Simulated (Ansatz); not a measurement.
# CH₄FGaOS: small, medium and large basis sets

The task here is to estimate one member of a computed series from the others.

The runs use Ansatz 0.2.0, Gaussian basis; one geometry, several basis sets.

Levels to be run: PBE0-D4/def2-SVP; ωB97M-V/def2-SVP; PBE0-D4/def2-QZVPP; ωB97M-V/def2-QZVPP; the functionals' def2-TZVPP values are taken from earlier runs.

### The relaxed structure

The geometry comes from an earlier relaxation with PBE0-D4 in a triple-zeta def2 set; it is a stationary point, not always the lowest conformer.

SMILES `C[O][Ga]([F])[SH]`, 9 atoms, charge 0, spin multiplicity 1.

Atoms are counted from 1 here; the program's logs count them from 0.

Bond lengths: C1–O2 1.413 Å, C1–H6 1.095 Å, C1–H7 1.094 Å, C1–H8 1.094 Å, O2–Ga3 1.764 Å, Ga3–F4 1.750 Å, Ga3–S5 2.169 Å, S5–H9 1.345 Å. Angles: O2–C1–H6 113.1°, O2–C1–H7 109.4°, O2–C1–H8 109.3°, H6–C1–H7 108.3°, H6–C1–H8 108.3°, H7–C1–H8 108.3°, C1–O2–Ga3 122.8°, O2–Ga3–F4 116.8°, O2–Ga3–S5 123.4°, F4–Ga3–S5 119.9°, Ga3–S5–H9 91.6°.

Set-up of the first run:

File in.yaml:

```yaml
crystal:
  periodic: [false, false, false]
  atoms:
    - {symbol: C, position_ang: [-0.591183, 0.038674, 1.506202]}
    - {symbol: O, position_ang: [-0.087278, 0.597855, 0.310133]}
    - {symbol: Ga, position_ang: [0.398010, -0.383767, -1.072401]}
    - {symbol: F, position_ang: [0.223392, -2.117532, -0.907702]}
    - {symbol: S, position_ang: [1.178620, 0.453947, -2.914782]}
    - {symbol: H, position_ang: [-0.666612, -1.053136, 1.471596]}
    - {symbol: H, position_ang: [0.063873, 0.311570, 2.339258]}
    - {symbol: H, position_ang: [-1.587312, 0.445977, 1.704135]}
    - {symbol: H, position_ang: [1.068489, 1.706421, -2.436440]}
basis:
  gaussian: {orbitals: def2-SVP}
hamiltonian: {xc: pbe0, dispersion: d4}
output: {orbitals: {seedname: orbitals}}
```

Launch:

```
> ansatz run in.yaml --threads 2 --pin off --events-out ev --progress --plain --max-ram 22528MiB --backend cpu
```

Among the steps run: PBE0-D4 in def2-SVP; ωB97M-V in def2-SVP; PBE0-D4 in def2-QZVPP; ωB97M-V in def2-QZVPP.

One of the session's tables, all rows but one given; the rest of the session is left out.

| functional | basis | HOMO (eV) |
| --- | --- | --- |
| PBE0-D4 | def2-SVP | -7.89 |
| PBE0-D4 | def2-TZVPP | -8.02 |
| PBE0-D4 | def2-QZVPP | -8.05 |
| ωB97M-V | def2-SVP | -10.09 |
| ωB97M-V | def2-TZVPP | -10.26 |
| ωB97M-V | def2-QZVPP | ? |

**Question.** Estimate the row for ωB97M-V, def2-QZVPP.

**Answer.** HOMO (eV): -10.30. In the column «HOMO (eV)» it is the lowest.
